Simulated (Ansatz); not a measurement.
# Ca3Zr2N: the cost of one run

Method: DFT PBE, scalar-relativistic, plane waves, PAW, in Ansatz 0.2.0.

2 further runs of the same task are left out: 1 that didn't finish, 1 set aside as unsound or not needed.

### Step 1. The structure to begin with

Symmetry: P4/mmm, No. 123, tetragonal system. The conventional cell has a = 3.323 Å, b = 3.323 Å, c = 10.061 Å, α = 90.00°, β = 90.00°, γ = 90.00°. Ca (site symmetry 4mm) has 4 N at 2.85 Å and 4 Zr at 2.87 Å and 6 Ca at 3.24 to 3.41 Å as nearest neighbours. Ca (site symmetry 4/mmm) is surrounded by 8 Zr at 2.94 Å and 6 Ca at 3.32 to 3.41 Å. Zr (site symmetry 4mm) has 8 Ca at 2.87 to 2.94 Å and 1 N at 3.27 Å as nearest neighbours. N (site symmetry 4/mmm) is surrounded by 8 Ca at 2.85 Å and 2 Zr at 3.27 Å.

Structure file:

```
Ca Zr N
1.0
     3.32311    0.00000    0.00000
     0.00000    3.32311    0.00000
     0.00000    0.00000   10.06116
Ca Zr N
3 2 1
Direct
  0.00000 0.00000 0.83907
  0.00000 0.00000 0.16093
  0.00000 0.00000 0.50000
  0.50000 0.50000 0.32482
  0.50000 0.50000 0.67518
  0.50000 0.50000 0.00000
```

Recipe of the guess: species swapped into a database cell of Li3Tl2Cd (P4/mmm, No. 123), with Ca on the Li sites, Zr on the Tl sites and N on the Cd sites. Lengths come from tabulated atomic sizes and are only a guess.

### Step 2. Probe: one point on a coarse mesh

Input file input.yaml:

```yaml
crystal:
  lattice:
    - [3.32310938, 0.0, 0.0]
    - [0.0, 3.32310938, 0.0]
    - [0.0, 0.0, 10.06116327]
  atoms:
    - { symbol: Ca, position: [0.0, 0.0, 0.83906811] }
    - { symbol: Ca, position: [0.0, 0.0, 0.16093189] }
    - { symbol: Ca, position: [0.0, 0.0, 0.5] }
    - { symbol: Zr, position: [0.5, 0.5, 0.32482469] }
    - { symbol: Zr, position: [0.5, 0.5, 0.67517531] }
    - { symbol: "N", position: [0.5, 0.5, 0.0] }
basis:
  ecutwfc: 420
kpoints:
  mp_grid: { grid: [6, 6, 2] }
hamiltonian:
  xc: pbe
scf:
  occupations: { method: gaussian, width: 0.1 }
  lower_state_search: "off"
output:
  forces: true
  stress: true
  eigenvalues: true
```

Run with:

```sh
$ ansatz run input.yaml --threads 1 --pin off --max-ram 2560MiB --backend cpu --events-out ev --progress --plain --runs-dir out
```

What time and memory should one allow on 1 thread of AMD EPYC 9R45 (Zen 5), shared host?

About 2.5 s, with a peak of 0.42 GiB.
